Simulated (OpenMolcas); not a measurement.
# Cu²⁺ among point charges: CASSCF and CASPT2 levels and susceptibility

How does a field of 6 point charges split the states of Cu²⁺, and what χT follows?

The numbers are computed with OpenMolcas 26.06 (state-averaged CASSCF and CASPT2, spin-orbit coupling by RASSI with atomic mean-field integrals), except any that are marked as measured or tabulated.

**1. What is computed**

| Property | Result |
| --- | --- |
| Species | Cu²⁺ (copper, Z = 29, 27 electrons) |
| Basis | ANO-RCC-VDZP [5s4p2d1f], 34 functions |
| Scalar Hamiltonian | DKH2, point nucleus |
| Inactive shells | 1s 2s 2p 3s 3p |
| Active space | 9 electrons in 5 orbitals (3d) |
| Some configurations of this space | 3d9 |
| Orbitals | optimised for each spin and parity, averaged over all roots |

Outer shells as boxes (Hund's rule):

3d9
```
3d [↑↓][↑↓][↑↓][↑↓][↑ ]
```

The ion sits among 6 point charges of -2.2 e arranged as a tetragonal octahedron (D4h), 2.03 Å from the ion, with the axial distance 2.416 Å.

Each step is its own input file, run in one work folder so that later steps find the files of earlier ones. Labels, J, g values, rates, χT and fits are worked out afterwards by a script from the matrices that RASSI stores. The input lists half of the charges; inversion (Group=XYZ) makes the rest.

**2. Basis and integrals**

Contents of a.inp:

```
&GATEWAY
Coord
1

Cu 0.0 0.0 0.0
Basis=ANO-RCC-VDZP
Group=XYZ
NoMove
AngMom=0.0 0.0 0.0
AMFI
XField
3 Angstrom 0
2.030000 0.000000 0.000000 -2.200000
0.000000 2.030000 0.000000 -2.200000
0.000000 0.000000 2.415700 -2.200000
&SEWARD
```

**3. CASSCF: doublets of even parity, 5 roots**

Contents of a.inp:

```
&RASSCF
FileOrb=start.orb
Symmetry=1
Spin=2
nActEl=9 0 0
Inactive=3 6
Ras2=5 0
CIRoot=5 5 1
SDav=5
CIMx=300
Iter=120 100
PrWF=0.3
OrbListing=Nothing
MaxOrb=0
>>> COPY $Project.JobIph JOB001
```

start.orb holds the contracted functions of the basis, ordered by shell, or the orbitals of the step before.

**4. State interaction with spin-orbit coupling**

Contents of a.inp:

```
&RASSI
NrOfJobIphs=1 5
1 2 3 4 5
IphNames
JOB001
EJob
SpinOrbit
DIPRint=1.0
SOCoupling=1000.0
Subsets=2
Property=9
'ANGMOM' 1 'ANGMOM' 2 'ANGMOM' 3 'MLTPL  1' 1 'MLTPL  1' 2 'MLTPL  1' 3
'AMFI' 1 'AMFI' 2 'AMFI' 3
SOProperty=3
'ANGMOM' 1 'ANGMOM' 2 'ANGMOM' 3
```

**5. CASPT2: IPEA 0.25, imaginary shift 0.1 (closed shells correlated: 3s 3p)**

Contents of a.inp:

```
>>> COPY JOB001 $Project.JobIph
&CASPT2
Multistate=5 1 2 3 4 5
NoMult
Frozen=2 3
IPEA=0.25
Imaginary=0.1
MaxIter=60
WThr=0.0 0.3 0.05
PrWF=0.5
NoMix
```

(Steps that only read results are left out.)

**Question.** What will these runs give? Wanted: spin-free ground state; first state of the same spin within the active space; lowest level; next level.

**Answer**, as computed:

| quantity | value |
| --- | --- |
| method | SS-CASPT2, IPEA 0.25, imaginary shift 0.1 (closed shells correlated: 3s 3p) |
| spin-free ground state | 2B1, 1-fold in its orbital part |
| first state of the same spin within the active space | 2B2 at 4200 cm⁻¹ |
| lowest level | 2-fold E3/2, g = 2.08, 2.08, 3.41 |
| next level | 4414.2 cm⁻¹ |
| χT at 300 K | 0.69 cm³ K/mol |
| effective moment at 300 K | 2.35 μB |

Cost by method:

| method | time of its own steps | time with the reference |
| --- | --- | --- |
| A. CASSCF | 2 s | 2 s |
| B. SS-CASPT2, IPEA 0.25, imaginary shift 0.1, +3s 3p | 0.57 s | 2.6 s |

Times are of one thread on a shared host.

The spin-free ground state (2B1) comes to 100 % from free-ion D terms and keeps the highest spin of the shell. χT at 300 K is 0.69, against 0.38 cm³ K/mol for the spin alone, so orbital moment adds to it. The field of point charges can differ much from that of real complexes. This is an electrostatic model: the charges have no orbitals.
